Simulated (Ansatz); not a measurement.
**YbBi2IO4: one cell, many SCF starts**

Wanted: the lowest electronic state of YbBi2IO4 in this cell. One SCF may end in a higher state, so several starts are tried. YbBi$_{2}$IO$_{4}$ is taken in the deposited crystal structure (space group P4/mmm), 8 atoms in the cell. Source: COD entry 1526555, which need not be the ambient phase.

Program: Ansatz 0.2.0. Level of theory: DFT PBEsol+U, PAW, plane waves, scalar-relativistic; U − J = 3.8 eV on Yb f. These are calculated values, not measurements.

### Step 1. The system as given

The structure is tetragonal, space group P4/mmm (No. 123). The conventional cell has a = 3.875 Å, b = 3.875 Å, c = 9.548 Å, α = 90.00°, β = 90.00°, γ = 90.00°. Around I (site symmetry 4/mmm) lie 8 Bi at 3.59 Å. Yb (site symmetry 4/mmm) has 8 O at 2.34 Å as nearest neighbours. Bi (site symmetry 4mm) has 4 O at 2.25 Å as nearest neighbours. O (site symmetry 2mm) has 2 Bi at 2.25 Å and 2 Yb at 2.34 Å as nearest neighbours.

Structure file:

```
CELL_PARAMETERS angstrom
3.87500 0.00000 0.00000
0.00000 3.87500 0.00000
0.00000 0.00000 9.54800
ATOMIC_POSITIONS crystal
I 0.00000 0.00000 0.50000
Yb 0.00000 0.00000 0.00000
Bi 0.50000 0.50000 0.74290
Bi 0.50000 0.50000 0.25710
O 0.50000 0.00000 0.86200
O 0.00000 0.50000 0.86200
O 0.50000 0.00000 0.13800
O 0.00000 0.50000 0.13800
```

Atoms are counted from 1 in the order of input.yaml (O8 and so on).

First come: usual moment, plain SCF; no spin polarisation; spin on, no moments given (the program may seed its own), plain SCF. What is tried next depends on their ends.

“Plain SCF” means no search for lower states. Ends within 0.2 meV/atom and 0.1 μB count as one state.

The total moment includes the space between the atomic spheres.

### Step 2. Usual moment, plain SCF

File input.yaml:

```yaml
crystal:
  lattice:
    - [3.875, 0.0, 0.0]
    - [0.0, 3.875, 0.0]
    - [0.0, 0.0, 9.548]
  atoms:
    - { symbol: I, position: [0.0, 0.0, 0.5] }
    - { symbol: Yb, position: [0.0, 0.0, 0.0], spin: 1.0 }
    - { symbol: Bi, position: [0.5, 0.5, 0.7429] }
    - { symbol: Bi, position: [0.5, 0.5, 0.2571] }
    - { symbol: O, position: [0.5, 0.0, 0.862] }
    - { symbol: O, position: [0.0, 0.5, 0.862] }
    - { symbol: O, position: [0.5, 0.0, 0.138] }
    - { symbol: O, position: [0.0, 0.5, 0.138] }
magnetization:
  spin_polarized: true
hamiltonian:
  xc: pbesol
  pseudopotentials: { kind: paw }
  hubbard: { sites: [{ species: Yb, l: f, u_eff: 3.8 }] }
basis:
  ecutwfc: 420
kpoints:
  mp_grid: { grid: [5, 5, 2] }
scf:
  occupations: { method: fermi_dirac, width: 0.02 }
  lower_state_search: "off"
output:
  forces: true
  stress: true
```

Launch:

```console
ansatz run input.yaml --threads 2 --pin off --max-ram 5120MiB --backend cpu --events-out ev --progress --plain --runs-dir out
```

The program printed:

```text
I: projections on atomic orbitals take those of the free atom [Kr] 4d10 5s2 5p5, of charge +0.00 (hamiltonian.pseudopotentials.projection_atoms); the dataset's partial waves leave at most 9.4e-6 of an orbital's norm unspanned inside its sphere
Yb: projections on atomic orbitals take those of the free atom [Kr 4d10] 4f14 5s2 5p6 5d0 6s2, of charge +0.00 (hamiltonian.pseudopotentials.projection_atoms); the dataset's partial waves leave at most 1.5e-4 of an orbital's norm unspanned inside its sphere
Bi: projections on atomic orbitals take those of the free atom [Xe 4f14] 5d10 6s2 6p3, of charge +0.00 (hamiltonian.pseudopotentials.projection_atoms); the dataset's partial waves leave at most 4.7e-5 of an orbital's norm unspanned inside its sphere
O: projections on atomic orbitals take those of the free atom [He] 2s2 2p4, of charge +0.00 (hamiltonian.pseudopotentials.projection_atoms); the dataset's partial waves leave at most 1.9e-8 of an orbital's norm unspanned inside its sphere
Engine: ansatz 0.2.0, aarch64-unknown-linux-gnu
Pseudopotentials: kind: paw
Pseudopotential: I, paw, valence charge 17, recommended cutoff 420 eV (normal), I.paw.azcp
Pseudopotential: Yb, paw, valence charge 24, recommended cutoff 420 eV (normal), Yb.paw.azcp
Pseudopotential: Bi, paw, valence charge 15, recommended cutoff 420 eV (normal), Bi.paw.azcp
Pseudopotential: O, paw, valence charge 6, recommended cutoff 420 eV (normal), O.paw.azcp
Functional definition: PBEsol
  exchange = pbesol_x
  correlation = pbesol_c
Crystal: 8 atoms, lattice volume = 143.369 Å³
Basis set: ecut = 420 eV, 2815 PW (Γ), exchange–correlation on 54×54×128 points (8 copies of the dense FFT grid, shifted against one another)
Bands: 58, of which v1, the nominal top of the filled ones, is band 48 counted from 1 (47 counted from 0)
Symmetry: 16 space group operations
Space group: P4/mmm (ITA 123), of the structure as read, at distance tolerance 5.2e-5 Å
Magnetic group: BNS 123.339 (UNI 999), of the structure as read, at distance tolerance 5.2e-5 Å
k-points: 12 of 50
Non-local potential: I, projectors of the file, l = 0: 2, l = 1: 2, l = 2: 2, l = 3: 2
Non-local potential: Yb, projectors of the file, l = 0: 3, l = 1: 2, l = 2: 2, l = 3: 3
Non-local potential: Bi, projectors of the file, l = 0: 2, l = 1: 2, l = 2: 2, l = 3: 2
Non-local potential: O, projectors of the file, l = 0: 2, l = 1: 2, l = 2: 1
PAW form: soft (Blöchl's): semilocal exchange-correlation on the pseudo side does not see the compensation charge
PAW frozen core: I, regenerated for the run's functional, and the local potential with it (the file was generated under x = pbe(κ = 0.804, μ = 0.2195149727645171), c = pbe(β = 0.06672455060314922))
PAW frozen core: Yb, regenerated for the run's functional, and the local potential with it (the file was generated under x = pbe(κ = 0.804, μ = 0.2195149727645171), c = pbe(β = 0.06672455060314922))
PAW frozen core: Bi, regenerated for the run's functional, and the local potential with it (the file was generated under x = pbe(κ = 0.804, μ = 0.2195149727645171), c = pbe(β = 0.06672455060314922))
PAW frozen core: O, regenerated for the run's functional, and the local potential with it (the file was generated under x = pbe(κ = 0.804, μ = 0.2195149727645171), c = pbe(β = 0.06672455060314922))
PAW one-centre angular grid: I, 590 points (default); XC on 64 Gauss nodes
PAW one-centre angular grid: Yb, 590 points (default); XC on 64 Gauss nodes
PAW one-centre angular grid: Bi, 590 points (default); XC on 64 Gauss nodes
PAW one-centre angular grid: O, 110 points (default); XC on 64 Gauss nodes
Initial density: superposition of atomic densities (chi_scale 0.1, normalization cell, long waves kept whole (reshape's long-wave potential 2.09 eV rms))
Starting moments: Σ|m| = 1 μB on 1 of 8 sites
Initial wavefunctions: pseudopotential atomic-orbital guess
Functional: x = pbesol(κ = 0.804, μ = 0.12345679012345678), c = pbesol(β = 0.046)
SCF iter   1: F=—  HF=-47863.100323 eV  |F-HF|=—  |Δ(HF+E_count)|=         —  Δρ=5.32e-1 (↑3.37e-1 ↓5.32e-1)  dr2=1.51e3  dr2_m=1.29e1  M=3.178 μB ∫|m|=3.258 μB  β_m=1.00  ethr=3.10e-3  ⟨swp⟩=12.8  Hψ=6791  notcnv=0
preconditioner: auto → Kerker (q_TF=auto, 2.547 Å⁻¹)  [metal: Δε(μ)=0.010 eV  Ē_g=11.459 eV  σ=0.020 eV  W_gap=0.13  n_scr=38 (ndim 8)  ℏωp=24.6 eV  f_vac=0.001  D(μ)=32.02/eV (n_scr^D=606)]
spin=Collinear: Kerker preconditioning applied to the charge; magnetization (m = ρ↑ − ρ↓) channel mixes plain (no charge-response kernel on spin).
SCF iter   2: F=—  HF=-48003.460104 eV  |F-HF|=—  |Δ(HF+E_count)|=    1.40e2  Δρ=3.00e-1 (↑8.36e-2 ↓3.00e-1)  dr2=1.56e2  dr2_m=1.93e1  M=0.024 μB ∫|m|=0.466 μB  β_m=0.30  ethr=3.10e-3  ⟨swp⟩=8.4  Hψ=8260  notcnv=0  defer=55
preconditioner: auto → Resta (q_TF=auto, 2.547 Å⁻¹)  ε∞=3.6  [insulator: Δε(μ)=0.054 eV  Ē_g=15.207 eV  σ=0.020 eV  W_gap=0.58  n_scr=38 (ndim 8)  ℏωp=24.6 eV  f_vac=0.003  D(μ)=3.82/eV (n_scr^D=26)  ε∞_Penn≈3.6]
spin=Collinear: Resta preconditioning applied to the charge; magnetization (m = ρ↑ − ρ↓) channel mixes plain (no charge-response kernel on spin).
SCF iter   3: F=—  HF=-47879.540841 eV  |F-HF|=—  |Δ(HF+E_count)|=    1.24e2  Δρ=2.00e-1 (↑4.22e-2 ↓2.00e-1)  dr2=7.02e1  dr2_m=9.36e0  M=-0.010 μB ∫|m|=0.205 μB  β_m=0.30  ethr=3.10e-3  ⟨swp⟩=5.8  Hψ=4594  notcnv=0  defer=76
SCF iter   4: F=—  HF=-47848.511782 eV  |F-HF|=—  |Δ(HF+E_count)|=    3.10e1  Δρ=1.40e-1 (↑2.90e-2 ↓1.40e-1)  dr2=3.47e1  dr2_m=4.51e0  M=-0.000 μB ∫|m|=0.139 μB  β_m=0.30  ethr=3.10e-3  ⟨swp⟩=5.2  Hψ=3948  notcnv=0  defer=55
SCF iter   5: F=—  HF=-47841.568487 eV  |F-HF|=—  |Δ(HF+E_count)|=    6.94e0  Δρ=2.08e-2 (↑2.08e-2 ↓1.98e-2)  dr2=1.57e0  dr2_m=1.93e-2  M=1.040 μB ∫|m|=1.048 μB  β_m=1.00  ethr=3.10e-3  ⟨swp⟩=5.1  Hψ=3592  notcnv=0  defer=55
SCF iter   6: F=—  HF=-47846.880617 eV  |F-HF|=—  |Δ(HF+E_count)|=    5.31e0  Δρ=1.03e-1 (↑2.35e-2 ↓1.03e-1)  dr2=2.27e1  dr2_m=2.19e0  M=0.000 μB ∫|m|=0.070 μB  β_m=0.30  ethr=1.65e-3  ⟨swp⟩=4.3  Hψ=3933  notcnv=0  defer=52
SCF iter   7: F=—  HF=-47842.721368 eV  |F-HF|=—  |Δ(HF+E_count)|=    4.16e0  Δρ=7.12e-2 (↑1.52e-2 ↓7.12e-2)  dr2=1.26e1  dr2_m=1.08e0  M=0.016 μB ∫|m|=0.050 μB  β_m=0.30  ethr=1.65e-3  ⟨swp⟩=3.8  Hψ=3401  notcnv=0  defer=58
Mixer restart at iter 7: flushing history
spin-set hold released at iteration 7 (site moments contracting): the magnetisation degrees of freedom join the quasi-Newton model from the next iteration; the mixer history was flushed
SCF iter   8: F=—  HF=-47840.573093 eV  |F-HF|=—  |Δ(HF+E_count)|=    2.15e0  Δρ=5.50e-2 (↑1.25e-2 ↓5.50e-2)  dr2=6.37e0  dr2_m=6.58e-1  M=1.080 μB ∫|m|=1.095 μB  β_m=0.23  ethr=1.65e-3  ⟨swp⟩=5.1  Hψ=3640  notcnv=0  defer=75
SCF iter   9: F=—  HF=-47839.173821 eV  |F-HF|=—  |Δ(HF+E_count)|=    1.40e0  Δρ=8.55e-3 (↑4.35e-3 ↓8.55e-3)  dr2=3.08e-1  dr2_m=2.84e-2  M=0.861 μB ∫|m|=0.877 μB  β_m=0.62  ethr=1.65e-3  ⟨swp⟩=4.0  Hψ=3412  notcnv=0  defer=64
SCF iter  10: F=—  HF=-47839.931219 eV  |F-HF|=—  |Δ(HF+E_count)|=   7.57e-1  Δρ=3.05e-2 (↑6.24e-3 ↓3.05e-2)  dr2=1.46e0  dr2_m=2.60e-1  M=1.000 μB ∫|m|=1.032 μB  β_m=0.29  ethr=3.24e-4  ⟨swp⟩=4.2  Hψ=3298  notcnv=0  defer=65  recentre
SCF iter  11: F=—  HF=-47839.625149 eV  |F-HF|=—  |Δ(HF+E_count)|=   3.06e-1  Δρ=1.75e-2 (↑2.27e-3 ↓1.75e-2)  dr2=4.28e-1  dr2_m=9.73e-2  M=1.000 μB ∫|m|=1.027 μB  β_m=0.15  ethr=3.24e-4  ⟨swp⟩=3.3  Hψ=3073  notcnv=0  defer=78
SCF iter  12: F=—  HF=-47839.698254 eV  |F-HF|=—  |Δ(HF+E_count)|=   7.31e-2  Δρ=1.31e-2 (↑2.35e-3 ↓1.31e-2)  dr2=3.35e-1  dr2_m=5.15e-2  M=0.959 μB ∫|m|=0.985 μB  β_m=0.46  ethr=3.24e-4  ⟨swp⟩=4.0  Hψ=2989  notcnv=0  defer=68
SCF iter  13: F=—  HF=-47839.867981 eV  |F-HF|=—  |Δ(HF+E_count)|=   1.70e-1  Δρ=6.70e-3 (↑2.93e-3 ↓6.70e-3)  dr2=1.29e-1  dr2_m=1.23e-2  M=1.000 μB ∫|m|=1.071 μB  β_m=0.42  ethr=3.24e-4  ⟨swp⟩=3.7  Hψ=2699  notcnv=0  defer=54
SCF iter  14: F=—  HF=-47839.867101 eV  |F-HF|=—  |Δ(HF+E_count)|=   8.79e-4  Δρ=6.41e-3 (↑2.45e-3 ↓6.41e-3)  dr2=1.20e-1  dr2_m=1.15e-2  M=1.000 μB ∫|m|=1.070 μB  β_m=0.71  ethr=1.36e-4  ⟨swp⟩=1.5  Hψ=1375  notcnv=0  defer=54
SCF iter  15: F=—  HF=-47839.849843 eV  |F-HF|=—  |Δ(HF+E_count)|=   1.73e-2  Δρ=4.82e-3 (↑1.14e-3 ↓4.82e-3)  dr2=4.78e-2  dr2_m=7.30e-3  M=1.000 μB ∫|m|=1.055 μB  β_m=0.85  ethr=1.27e-4  ⟨swp⟩=2.8  Hψ=1696  notcnv=0  defer=54
SCF iter  16: F=—  HF=-47839.841379 eV  |F-HF|=—  |Δ(HF+E_count)|=   8.46e-3  Δρ=1.15e-3 (↑3.68e-4 ↓1.15e-3)  dr2=1.30e-3  dr2_m=6.51e-4  M=1.000 μB ∫|m|=1.035 μB  β_m=0.93  ethr=5.03e-5  ⟨swp⟩=3.4  Hψ=2934  notcnv=0  defer=53
SCF iter  17: F=—  HF=-47839.841595 eV  |F-HF|=—  |Δ(HF+E_count)|=   2.16e-4  Δρ=1.98e-4 (↑8.31e-5 ↓1.98e-4)  dr2=7.95e-5  dr2_m=1.49e-5  M=1.000 μB ∫|m|=1.031 μB  β_m=0.96  ethr=1.37e-6  ⟨swp⟩=2.0  Hψ=2580  notcnv=0  defer=53
SCF iter  18: F=—  HF=-47839.841596 eV  |F-HF|=—  |Δ(HF+E_count)|=   1.09e-6  Δρ=1.02e-4 (↑3.72e-5 ↓1.02e-4)  dr2=2.31e-5  dr2_m=2.71e-6  M=1.000 μB ∫|m|=1.030 μB  β_m=0.91  ethr=8.36e-8  ⟨swp⟩=2.0  Hψ=2345  notcnv=0  defer=53
SCF iter  19: F=—  HF=-47839.841593 eV  |F-HF|=—  |Δ(HF+E_count)|=   3.66e-6  Δρ=7.44e-5 (↑2.11e-5 ↓7.44e-5)  dr2=1.09e-5  dr2_m=2.00e-6  M=1.000 μB ∫|m|=1.029 μB  β_m=0.87  ethr=2.43e-8  ⟨swp⟩=2.0  Hψ=2411  notcnv=0  defer=53
SCF iter  20: F=—  HF=-47839.841592 eV  |F-HF|=—  |Δ(HF+E_count)|=   3.88e-7  Δρ=5.37e-5 (↑3.74e-6 ↓5.37e-5)  dr2=4.90e-6  dr2_m=9.04e-7  M=1.000 μB ∫|m|=1.029 μB  β_m=0.93  ethr=1.15e-8  ⟨swp⟩=1.4  Hψ=1593  notcnv=0  defer=53
SCF iter  21: F=—  HF=-47839.841591 eV  |F-HF|=—  |Δ(HF+E_count)|=   8.86e-7  Δρ=1.07e-5 (↑2.29e-6 ↓1.07e-5)  dr2=2.05e-7  dr2_m=3.27e-8  M=1.000 μB ∫|m|=1.029 μB  β_m=0.85  ethr=5.16e-9  ⟨swp⟩=2.0  Hψ=2454  notcnv=0  defer=53
SCF iter  22: F=-47839.841591 eV  HF=-47839.841591 eV  |F-HF|=3.25e-9  |Δ(HF+E_count)|=   1.16e-8  Δρ=1.39e-6 (↑4.28e-7 ↓1.39e-6)  dr2=3.01e-9  dr2_m=7.59e-10  M=1.000 μB ∫|m|=1.029 μB  ethr=1.05e-10  ⟨swp⟩=16.3  Hψ=7936  notcnv=0
SCF 1 converged in 22 iterations: F = -47839.841591 eV  dr2 = 3.01e-9
SCF converged after 22 iterations
Magnetization: 1.0000 μB (48.0000 up, 47.0000 down)
Absolute magnetization: 1.0282 μB (∫|ρ↑−ρ↓|, with the PAW one-centre terms)
Spin contamination: 0.0003 ħ² per cell (⟨S²⟩ above its minimum at these occupations)
Per-site moments (μB) at R_I (Å): [(0.0034107995704020797, 1.4807855924281634), (0.9032539452109981, 0.9665218528556778), (2.619697907495095e-5, 0.9267080883709095), (2.6196979074870085e-5, 0.9267080883709097), (0.0227617811644569, 0.9267080883709095), (0.02276178116445693, 0.9267080883709095), (0.022761781164456856, 0.9267080883709097), (0.022761781164456898, 0.9267080883709097)]
Free energy (F): -47839.841591 eV
Harris-Foulkes:  -47839.841591 eV  (|F-HF|=3.25e-9)
Internal energy: -47839.841591 eV  (E = F + TS)
E sigma→0 (E₀):  -47839.841591 eV
Fermi energy:    10.480855 eV
--- Per-component energies (eV) ---
  E_band       = -471.499712
  E_kinetic    = 1863.348240
  E_local      = -13807.311624  (includes V_loc(G=0)·N_el)
  E_nonlocal   = 1744.487220
  E_hartree    = 5869.193837
  E_xc         = -891.537435
  E_vxc        = -1006.881116  (∫ρ·V_xc dr)
  E_hubbard    = 0.245287  (on-site DFT+U / exact-exchange correction)
  E_vhub       = -24.383426  (the Hubbard potential's part of the band-sum identity)
  E_paw        = -33576.013025  (= ΣΔE_a)
  E_vpaw       = -979.151824  (= ΣTr[D̂ρ^β])
  E_aug_tail   = 0.008875  (compensation charges beyond the density's cutoff)
  E_ewald      = -9044.124960
  E_core_change = 1.861992  (= ΣΔE_core)
  E_smearing   = -0.000000  (= −TS)
  E_closure    = -0.000000  (closes the sum)
  Σ components = -47839.841591   (vs F -47839.841591, Δ=0.00e0)
--- Forces (eV/Å), atoms counted from 1 ---
  atom   1  I     -0.00000000    -0.00000000     0.00000000
  atom   2  Yb    -0.00000000    -0.00000000     0.00000000
  atom   3  Bi     0.00000000     0.00000000     0.38821968
  atom   4  Bi     0.00000000     0.00000000    -0.38821968
  atom   5  O      0.00000000     0.00000000    -0.35582351
  atom   6  O      0.00000000     0.00000000    -0.35582351
  atom   7  O      0.00000000     0.00000000     0.35582351
  atom   8  O      0.00000000     0.00000000     0.35582351
  max |Σ_I F_I| component: 1.11e-16 eV/Å
--- Stress (GPa, compression-positive) ---
       -1.028513       0.000000       0.000000
        0.000000      -1.028513       0.000000
        0.000000       0.000000      -0.700486
  P = ⅓ Tr σ = -0.9192 GPa (-9.192 kbar)
Occupation matrices written to <dir>
```

Wall time 17 s (2 threads of Arm Neoverse V2, shared host); peak memory 0.66 GiB.

End: ferromagnetic, site moments Yb2 0.90 μB, total 1.00 μB per cell, a gap of 0.70 eV on the k-mesh.

### Step 3. No spin polarisation

Changes to input.yaml since step 2:

```diff
@@ -7,3 +7,3 @@
     - { symbol: I, position: [0.0, 0.0, 0.5] }
-    - { symbol: Yb, position: [0.0, 0.0, 0.0], spin: 1.0 }
+    - { symbol: Yb, position: [0.0, 0.0, 0.0] }
     - { symbol: Bi, position: [0.5, 0.5, 0.7429] }
@@ -14,4 +14,2 @@
     - { symbol: O, position: [0.0, 0.5, 0.138] }
-magnetization:
-  spin_polarized: true
 hamiltonian:
```

Launch:

```console
ansatz run input.yaml --threads 2 --pin off --max-ram 5120MiB --backend cpu --events-out ev --progress --plain --runs-dir out
```

The program printed:

```text
[... 15 lines as in an earlier run ...]
Bands: 56, of which v1, the nominal top of the filled ones, is band 48 counted from 1 (47 counted from 0)
[... 16 lines as in an earlier run ...]
Initial density: superposition of atomic densities (chi_scale 0.1, normalization cell, long waves of neutral atoms (reshape's long-wave potential 2.81 eV rms, cloud 2.14 Å wide))
[... 2 lines as in an earlier run ...]
SCF iter   1: F=—  HF=-47843.505727 eV  |F-HF|=—  |Δ(HF+E_count)|=         —  Δρ=2.67e-1  dr2=1.14e2  ethr=3.10e-3  ⟨swp⟩=7.5  Hψ=2768  notcnv=0
preconditioner: auto → Kerker (q_TF=auto, 2.547 Å⁻¹)  [metal: Δε(μ)=0.009 eV  Ē_g=15.026 eV  σ=0.020 eV  W_gap=0.12  n_scr=38 (ndim 8)  ℏωp=28.3 eV  f_vac=0.000  D(μ)=49.81/eV (n_scr^D=1172)]
SCF iter   2: F=—  HF=-47885.797044 eV  |F-HF|=—  |Δ(HF+E_count)|=    4.23e1  Δρ=2.01e-1  dr2=5.13e1  ethr=3.10e-3  ⟨swp⟩=4.6  Hψ=2091  notcnv=0  defer=17
preconditioner: auto → Resta (q_TF=auto, 2.547 Å⁻¹)  ε∞=3.3  [insulator: Δε(μ)=0.119 eV  Ē_g=18.610 eV  σ=0.020 eV  W_gap=0.78  n_scr=38 (ndim 8)  ℏωp=28.3 eV  f_vac=0.000  D(μ)=1.96/eV (n_scr^D=4)  ε∞_Penn≈3.3]
SCF iter   3: F=—  HF=-47849.882370 eV  |F-HF|=—  |Δ(HF+E_count)|=    3.59e1  Δρ=1.33e-1  dr2=2.77e1  ethr=3.10e-3  ⟨swp⟩=3.7  Hψ=1814  notcnv=0  defer=27
SCF iter   4: F=—  HF=-47839.271920 eV  |F-HF|=—  |Δ(HF+E_count)|=    1.06e1  Δρ=3.64e-2  dr2=2.18e0  ethr=3.10e-3  ⟨swp⟩=4.2  Hψ=1713  notcnv=0  defer=28
SCF iter   5: F=—  HF=-47839.187784 eV  |F-HF|=—  |Δ(HF+E_count)|=   8.41e-2  Δρ=4.93e-2  dr2=4.06e0  ethr=2.29e-3  ⟨swp⟩=3.6  Hψ=1174  notcnv=0  defer=32
SCF iter   6: F=—  HF=-47839.192600 eV  |F-HF|=—  |Δ(HF+E_count)|=   4.82e-3  Δρ=3.82e-2  dr2=4.66e0  ethr=2.29e-3  ⟨swp⟩=3.0  Hψ=857  notcnv=0  defer=30
SCF iter   7: F=—  HF=-47839.064374 eV  |F-HF|=—  |Δ(HF+E_count)|=   1.28e-1  Δρ=2.27e-2  dr2=8.03e-1  ethr=2.29e-3  ⟨swp⟩=2.5  Hψ=787  notcnv=0  defer=29
SCF iter   8: F=—  HF=-47839.297631 eV  |F-HF|=—  |Δ(HF+E_count)|=   2.33e-1  Δρ=3.23e-2  dr2=1.67e0  ethr=8.45e-4  ⟨swp⟩=2.8  Hψ=970  notcnv=0  defer=26
SCF iter   9: F=—  HF=-47839.122960 eV  |F-HF|=—  |Δ(HF+E_count)|=   1.75e-1  Δρ=1.85e-2  dr2=6.05e-1  ethr=8.45e-4  ⟨swp⟩=2.1  Hψ=894  notcnv=0  defer=26
SCF iter  10: F=—  HF=-47839.050378 eV  |F-HF|=—  |Δ(HF+E_count)|=   7.26e-2  Δρ=7.82e-3  dr2=1.25e-1  ethr=6.37e-4  ⟨swp⟩=1.7  Hψ=730  notcnv=0  defer=26
SCF iter  11: F=—  HF=-47839.052775 eV  |F-HF|=—  |Δ(HF+E_count)|=   2.40e-3  Δρ=9.41e-3  dr2=1.40e-1  ethr=1.32e-4  ⟨swp⟩=2.0  Hψ=919  notcnv=0  defer=26
SCF iter  12: F=—  HF=-47839.044791 eV  |F-HF|=—  |Δ(HF+E_count)|=   7.98e-3  Δρ=1.21e-2  dr2=2.46e-1  ethr=1.32e-4  ⟨swp⟩=2.3  Hψ=944  notcnv=0  defer=26
SCF iter  13: F=—  HF=-47839.038550 eV  |F-HF|=—  |Δ(HF+E_count)|=   6.24e-3  Δρ=1.26e-3  dr2=3.84e-3  ethr=1.32e-4  ⟨swp⟩=1.2  Hψ=782  notcnv=0  defer=26
SCF iter  14: F=—  HF=-47839.038515 eV  |F-HF|=—  |Δ(HF+E_count)|=   3.52e-5  Δρ=1.73e-3  dr2=5.88e-3  ethr=4.04e-6  ⟨swp⟩=1.8  Hψ=783  notcnv=0  defer=26
SCF iter  15: F=—  HF=-47839.038397 eV  |F-HF|=—  |Δ(HF+E_count)|=   1.19e-4  Δρ=1.32e-3  dr2=3.29e-3  ethr=4.04e-6  ⟨swp⟩=1.0  Hψ=645  notcnv=0  defer=26
SCF iter  16: F=—  HF=-47839.038256 eV  |F-HF|=—  |Δ(HF+E_count)|=   1.40e-4  Δρ=2.55e-4  dr2=1.30e-4  ethr=3.46e-6  ⟨swp⟩=1.2  Hψ=648  notcnv=0  defer=26
SCF iter  17: F=—  HF=-47839.038243 eV  |F-HF|=—  |Δ(HF+E_count)|=   1.32e-5  Δρ=1.47e-5  dr2=3.04e-7  ethr=1.37e-7  ⟨swp⟩=1.9  Hψ=959  notcnv=0  defer=26
SCF iter  18: F=—  HF=-47839.038226 eV  |F-HF|=—  |Δ(HF+E_count)|=   1.70e-5  Δρ=8.13e-5  dr2=1.16e-5  ethr=1.05e-10  ⟨swp⟩=6.3  Hψ=3495  notcnv=0
SCF iter  19: F=—  HF=-47839.038226 eV  |F-HF|=—  |Δ(HF+E_count)|=   4.10e-7  Δρ=3.25e-5  dr2=1.83e-6  ethr=3.20e-10  ⟨swp⟩=2.0  Hψ=789  notcnv=0  defer=26
SCF iter  20: F=-47839.038225 eV  HF=-47839.038226 eV  |F-HF|=1.33e-7  |Δ(HF+E_count)|=   8.41e-8  Δρ=5.89e-6  dr2=6.31e-8  ethr=1.05e-10  ⟨swp⟩=3.9  Hψ=2657  notcnv=0
the last iteration of the SCF fills more bands at one k-point than at another: 47 at k=0 and 48 at k=2 (a band counts as filled where it holds over half of its capacity, the bands of one level by their mean; [...]
SCF 1 converged in 20 iterations: F = -47839.038225 eV  dr2 = 6.31e-8
SCF converged after 20 iterations
Free energy (F): -47839.038225 eV
Harris-Foulkes:  -47839.038226 eV  (|F-HF|=1.33e-7)
Internal energy: -47839.019784 eV  (E = F + TS)
E sigma→0 (E₀):  -47839.029005 eV
Entropy (-TS):   -0.018441 eV (-2.305 meV/atom)
Fermi energy:    10.106366 eV
--- Per-component energies (eV) ---
  E_band       = -439.802898
  E_kinetic    = 1858.498165
  E_local      = -13849.069141  (includes V_loc(G=0)·N_el)
  E_nonlocal   = 1762.544035
  E_hartree    = 5905.229766
  E_xc         = -888.824484
  E_vxc        = -1003.364431  (∫ρ·V_xc dr)
  E_hubbard    = 0.860178  (on-site DFT+U / exact-exchange correction)
  E_vhub       = -23.634673  (the Hubbard potential's part of the band-sum identity)
  E_paw        = -33586.004178  (= ΣΔE_a)
  E_vpaw       = -995.215829  (= ΣTr[D̂ρ^β])
  E_aug_tail   = 0.008844  (compensation charges beyond the density's cutoff)
  E_ewald      = -9044.124960
  E_core_change = 1.861992  (= ΣΔE_core)
  E_smearing   = -0.018441  (= −TS)
  E_closure    = -0.000000  (closes the sum)
  Σ components = -47839.038225   (vs F -47839.038225, Δ=0.00e0)
--- Forces (eV/Å), atoms counted from 1 ---
  atom   1  I     -0.00000000     0.00000000     0.00000000
  atom   2  Yb    -0.00000000     0.00000000     0.00000000
  atom   3  Bi     0.00000000     0.00000000     0.45967126
  atom   4  Bi     0.00000000     0.00000000    -0.45967126
  atom   5  O     -0.00000000     0.00000000    -0.56190538
  atom   6  O     -0.00000000     0.00000000    -0.56190538
  atom   7  O     -0.00000000     0.00000000     0.56190538
  atom   8  O     -0.00000000     0.00000000     0.56190538
  max |Σ_I F_I| component: 1.11e-16 eV/Å
--- Stress (GPa, compression-positive) ---
       -0.238800       0.000000       0.000000
        0.000000      -0.238800       0.000000
        0.000000       0.000000       0.201784
  P = ⅓ Tr σ = -0.0919 GPa (-0.919 kbar)
Occupation matrices written to <dir>
```

It took 7.3 s on 2 threads of Arm Neoverse V2, shared host; peak memory 0.58 GiB.

The state reached is non-magnetic (no spin polarisation), no gap on the k-mesh. Against step 2, the lowest until now, it is 100 meV/atom higher.

[end of part 1 of 2]
